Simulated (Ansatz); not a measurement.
# GaH3O (triplet): from Hartree-Fock to the top rungs, cc-pVDZ

The task here is to estimate one member of a computed series from the others.

The runs use Ansatz 0.2.0, Gaussian basis; cc-pVDZ, core rule «outside noble gas», up to 15 orbitals frozen.

To be run: UHF; CCSD(T) on ROHF; CCSD(T) on UHF; BCCD(T) on ROHF; CISD; CCSDT(Q) on ROHF; CCSDT(Q) on UHF.

9 further runs of the same task are left out: 6 for a known fault of the program, 3 set aside as unsound or not needed.

### What is computed

The geometry is a PBE0/def2-TZVP stationary point (not a proven minimum) of the parent state, kept for this charge and spin. No spin-orbit coupling is included. The filled d shell of Ga may be among the frozen orbitals whatever the setting's name suggests; the logs give the count.

5 atoms, charge 0, spin multiplicity 3.

Atoms are counted from 1 here; the program's logs count them from 0.

Bond lengths: O1–Ga2 1.788 Å, O1–H3 0.959 Å, Ga2–H4 1.565 Å, Ga2–H5 1.556 Å. Angles: Ga2–O1–H3 114.1°, O1–Ga2–H4 117.5°, O1–Ga2–H5 113.8°, H4–Ga2–H5 128.7°.

The first run:

in.yaml reads:

```yaml
crystal:
  periodic: [false, false, false]
  atoms:
    - {symbol: O, position_ang: [0.000000, -0.112056, 1.452192]}
    - {symbol: Ga, position_ang: [0.000000, 0.013833, -0.331657]}
    - {symbol: H, position_ang: [0.000000, 0.734063, 1.903886]}
    - {symbol: H, position_ang: [0.000000, 1.449687, -0.954928]}
    - {symbol: H, position_ang: [0.000000, -1.361954, -1.058153]}
basis:
  gaussian: {orbitals: cc-pVDZ}
magnetization: {spin_polarized: true, initial_magnetization: 2}
hamiltonian: {xc: hf}
output: {orbitals: {seedname: orbitals}}
```

Launch:

```console
$ ansatz run in.yaml --threads 1 --pin off --events-out ev --progress --plain --max-ram 4096MiB --backend cpu
```

Among the steps run: UHF; CCSD(T) on ROHF; CCSD(T) on UHF; BCCD(T) on ROHF; CISD; CCSDT(Q) on ROHF; CCSDT(Q) on UHF.

One table of the session follows, with a row left open; its other results are not shown here.

| method | from UCCSDT(Q) (kJ/mol) |
| --- | --- |
| RMP2 | +95.5 |
| UMP2 | +88.7 |
| RCCSD | +30.5 |
| UCCSD | +29.4 |
| RCCSD(T) | +6.8 |
| UCCSD(T) | ? |
| BCCD(T) | +6.7 |
| RCCSDT | +3.6 |
| UCCSDT | +3.0 |
| RCCSDT(Q) | +1.4 |
| UCCSDT(Q) | 0 |

**Question.** Estimate the row for UCCSD(T).

**Answer.** from UCCSDT(Q) (kJ/mol): +6.1. In the column «from UCCSDT(Q) (kJ/mol)» it lies between RCCSDT (+3.6) and BCCD(T) (+6.7).

Not comparable, so not listed: CISD (they don't share determinant, frozen orbitals or solution with the rows shown, or repeat one).

To keep in mind: Left out of the table: ROHF, UHF (another determinant or state than the rows shown). Restricted and unrestricted rows rest on different reference determinants; where their highest levels disagree by more than a few hundredths of an eV, they describe different states and don't form one ladder.
